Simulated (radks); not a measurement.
# The Coulomb parameter U of the 4d shell of Ru³⁺

One table from this session's results is given with a row withheld; the runs are named, their logs left out.

Program: radks (a radial shooting solver on a logarithmic mesh, Libxc functionals) version 1. Level of theory: scalar-relativistic Kohn-Sham, PBE, spin-unpolarised, spherical densities, finite nucleus. These are calculated values, not measurements, unless marked.

**Starting point**

* element: ruthenium (Z = 44)
* charge: +3
* electrons: 41
* configuration: [Kr] 4d4 5p1
* nuclear rms radius: 4.4809 fm

The outer shells:

Ru³⁺
```
[Kr] core
4d [↑ ][↑ ][↑ ][↑ ][  ]
5p [↑ ][  ][  ]
```

The first run:

The run's settings:

```text
Z 44
configuration [Kr] 4d4 5p1
relativity scalar-relativistic
functional pbe,pbe
spin unpolarised
nucleus finite rms 4.4809 fm
c 137.035999084
```

Started as:

```sh
> python run_ks.py task.json out
```

All runs below come from this command, one after another.

Among the steps run: Start: [Kr] 4d4 5p1.

One of the session's tables, all rows but one given; the rest of the session is left out.

Radial moments (bohr):

| level | <r> | outermost maximum (interpolated) | 90 % within | nodes |
| --- | --- | --- | --- | --- |
| 2p | 0.1270 | 0.0982 | 0.207 | 0 |
| 3s | 0.4026 | 0.362 | 0.594 | 2 |
| 3p | 0.4029 | 0.355 | 0.608 | 1 |
| 3d | 0.3839 | 0.301 | 0.611 | 0 |
| 4s | 1.004 | 0.910 | 1.45 | 3 |
| 4p | ? | ? | ? | ? |
| 4d | 1.390 | 1.15 | 2.13 | 1 |
| 5p | 2.845 | 2.59 | 4.08 | 3 |

Q: Estimate the row for 4p from the others.

**Answer.** <r>: 1.097; outermost maximum (interpolated): 0.974; 90 % within: 1.61; nodes: 2. In the column «<r>» it lies between 4s (1.004) and 4d (1.390).
